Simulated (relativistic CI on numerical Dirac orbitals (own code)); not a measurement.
**Mn⁶⁺: M2,3 absorption multiplets**

Aim: the M2,3 absorption spectrum of Mn⁶⁺ in 5 surroundings, from the same atomic integrals.

Method: Dirac-Coulomb-Breit CI, KLI orbitals optimised for each configuration, model QED (radiative potential, 1s self-energy scaled to tabulated hydrogen-like ionisation energies), valence Slater integrals scaled by 0.8, multiplet model of core-to-valence dipole absorption. Code: relativistic CI on numerical Dirac orbitals (own code) version 1.

### Step 1. The atom as given

| Quantity | Value |
| --- | --- |
| ion | Mn⁶⁺ (Mn VII) |
| nuclear charge | 25 |
| electrons | 19 |
| configurations | [Ar] 3d → [Ne] 3s2 3p5 3d2 |
| magnetising field for the dichroism, Lz and Sz | exchange field 10 meV on Sz; these come from the lowest magnetised state alone (0 K) |
| temperature of the isotropic spectrum | 300 K |
| widths | Lorentz 0.8 eV, Gauss 0.3 eV |
| surrounding 1 | free ion |
| surrounding 2 | D3d, 10Dq = 15050, Dsigma = -1200, Dtau = -300 cm⁻¹ |
| surrounding 3 | D3d, 10Dq = 15050, Dsigma = -860, Dtau = -300 cm⁻¹ |
| surrounding 4 | D3d, 10Dq = 15050, Dsigma = -510, Dtau = -300 cm⁻¹ |
| surrounding 5 | D3d, 10Dq = 15050, Dsigma = -170, Dtau = -300 cm⁻¹ |

### Step 2. Surrounding 1: free ion

Settings, as recorded:

```ini
atom Mn  Z=25  charge=6  electrons=19
nucleus A=55  rms_radius_fm=3.7057
hamiltonian dirac-coulomb  breit=on  qed=on  c_scale=1
orbitals kli  potential=per-configuration
slater_scale 0.8
correlation none
mixing on
configurations
  [Ar] 3d
  [Ne] 3s2 3p5 3d2
end
absorption M2,3 T=300 lorentz=0.8 gauss=0.3
crystal_field free
```

### Step 3. Surrounding 2: D3d, 10Dq = 15050, Dsigma = -1200, Dtau = -300

Changes to the settings of step 2:

```diff
@@ -12,2 +12,2 @@
 absorption M2,3 T=300 lorentz=0.8 gauss=0.3
-crystal_field free
+crystal_field D3d 10Dq=15050 Dsigma=-1200 Dtau=-300
```

### Step 4. Surrounding 3: D3d, 10Dq = 15050, Dsigma = -860, Dtau = -300

Changes to the settings of step 3:

```diff
@@ -12,2 +12,2 @@
 absorption M2,3 T=300 lorentz=0.8 gauss=0.3
-crystal_field D3d 10Dq=15050 Dsigma=-1200 Dtau=-300
+crystal_field D3d 10Dq=15050 Dsigma=-860 Dtau=-300
```

### Step 5. Surrounding 4: D3d, 10Dq = 15050, Dsigma = -510, Dtau = -300

Changes to the settings of step 4:

```diff
@@ -12,2 +12,2 @@
 absorption M2,3 T=300 lorentz=0.8 gauss=0.3
-crystal_field D3d 10Dq=15050 Dsigma=-860 Dtau=-300
+crystal_field D3d 10Dq=15050 Dsigma=-510 Dtau=-300
```

### Step 6. Surrounding 5: D3d, 10Dq = 15050, Dsigma = -170, Dtau = -300

Changes to the settings of step 5:

```diff
@@ -12,2 +12,2 @@
 absorption M2,3 T=300 lorentz=0.8 gauss=0.3
-crystal_field D3d 10Dq=15050 Dsigma=-510 Dtau=-300
+crystal_field D3d 10Dq=15050 Dsigma=-170 Dtau=-300
```

(Steps that only read results are left out.)

What does the calculation give? Wanted: highest peak, first run; ground spin; core spin-orbit splitting.

The runs gave:

| surrounding | ground S | Lz (0 K) | Sz (0 K) | centroid (eV) | share of the lower edge | up to four highest peaks (% of the highest), eV |
| --- | --- | --- | --- | --- | --- | --- |
| 1: free | 0.50 | 1.82 | -0.32 | 64.88 | - | 61.4 (82), 66.3 (54), 67.7 (100) |
| 2: D3d | 0.50 | 1.23 | -0.50 | 65.02 | - | 62.2 (95), 67.8 (100), 69.1 (36) |
| 3: D3d | 0.50 | 1.15 | -0.50 | 65.02 | - | 62.2 (91), 67.7 (100), 69.0 (34) |
| 4: D3d | 0.50 | 1.07 | -0.50 | 65.02 | - | 62.2 (87), 67.6 (100), 69.0 (34) |
| 5: D3d | 0.50 | 0.98 | -0.50 | 65.01 | - | 62.2 (84), 67.6 (100), 68.9 (33) |

| quantity | value |
| --- | --- |
| highest peak, first run | 67.7 eV |
| ground spin (effective S from ⟨S²⟩) | 0.50 |
| core spin-orbit splitting (without Breit) | 1.48 eV |

**Reading.** The position of the maximum differs by up to 0.2 eV between the surroundings, by shifts of peaks or by peaks exchanging rank. Edge positions are free-ion values and differ from those in solids by a few eV or more.
